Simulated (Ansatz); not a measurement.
# CH₆OSeSi: small, medium and large basis sets

An exercise on one series of results from a longer session: the logs are not shown, and one member is left open.

Method: one geometry, several basis sets; program: Ansatz 0.2.0, Gaussian basis.

Levels to be run: PBE0-D4/def2-SVP; ωB97M-V/def2-SVP; PBE0-D4/def2-QZVPP; ωB97M-V/def2-QZVPP; the functionals' def2-TZVPP values are taken from earlier runs.

### The geometry

All runs share one geometry, relaxed beforehand with PBE0-D4 in a triple-zeta def2 set.

SMILES `OC[SiH2][SeH]`, 10 atoms, charge 0, spin multiplicity 1.

Atoms are counted from 1 here; the program's logs count them from 0.

Bond lengths: O1–C2 1.414 Å, O1–H5 0.960 Å, C2–Si3 1.886 Å, C2–H6 1.102 Å, C2–H7 1.100 Å, Si3–Se4 2.279 Å, Si3–H8 1.487 Å, Si3–H9 1.483 Å, Se4–H10 1.469 Å. Angles: C2–O1–H5 109.0°, O1–C2–Si3 109.1°, O1–C2–H6 112.0°, O1–C2–H7 112.2°, Si3–C2–H6 107.7°, Si3–C2–H7 108.7°, H6–C2–H7 107.0°, C2–Si3–Se4 113.5°, C2–Si3–H8 107.6°, C2–Si3–H9 110.2°, Se4–Si3–H8 110.0°, Se4–Si3–H9 105.1°, H8–Si3–H9 110.5°, Si3–Se4–H10 92.8°.

Set-up of the first run:

The input, in.yaml:

```yaml
crystal:
  periodic: [false, false, false]
  atoms:
    - {symbol: O, position_ang: [-1.454525, 1.109275, -0.237237]}
    - {symbol: C, position_ang: [-0.197381, 0.902475, 0.375197]}
    - {symbol: Si, position_ang: [0.194755, -0.942246, 0.369557]}
    - {symbol: Se, position_ang: [0.449357, -1.811468, -1.721365]}
    - {symbol: H, position_ang: [-1.622191, 2.052781, -0.294262]}
    - {symbol: H, position_ang: [-0.187217, 1.244547, 1.422305]}
    - {symbol: H, position_ang: [0.611383, 1.436424, -0.144438]}
    - {symbol: H, position_ang: [1.441228, -1.139326, 1.156393]}
    - {symbol: H, position_ang: [-0.925219, -1.705810, 0.971130]}
    - {symbol: H, position_ang: [1.772911, -1.197754, -1.894378]}
basis:
  gaussian: {orbitals: def2-SVP}
hamiltonian: {xc: pbe0, dispersion: d4}
output: {orbitals: {seedname: orbitals}}
```

Among the steps run: PBE0-D4 in def2-SVP; ωB97M-V in def2-SVP; PBE0-D4 in def2-QZVPP; ωB97M-V in def2-QZVPP.

One of the session's tables, all rows but one given; the rest of the session is left out.

It belongs to the step «Density functionals: the series». 

```
functional       basis  HOMO (eV)  LUMO (eV)
   PBE0-D4    def2-SVP      -6.77       0.48
   PBE0-D4  def2-TZVPP      -6.91       0.17
   PBE0-D4  def2-QZVPP          ?          ?
   ωB97M-V    def2-SVP      -8.92       2.43
   ωB97M-V  def2-TZVPP      -9.08       1.89
   ωB97M-V  def2-QZVPP      -9.10       1.36
```

Estimate the missing values for PBE0-D4, def2-QZVPP.

**Answer.** HOMO (eV): -6.93; LUMO (eV): -0.06. In the column «HOMO (eV)» it lies between ωB97M-V, def2-SVP (-8.92) and PBE0-D4, def2-TZVPP (-6.91).
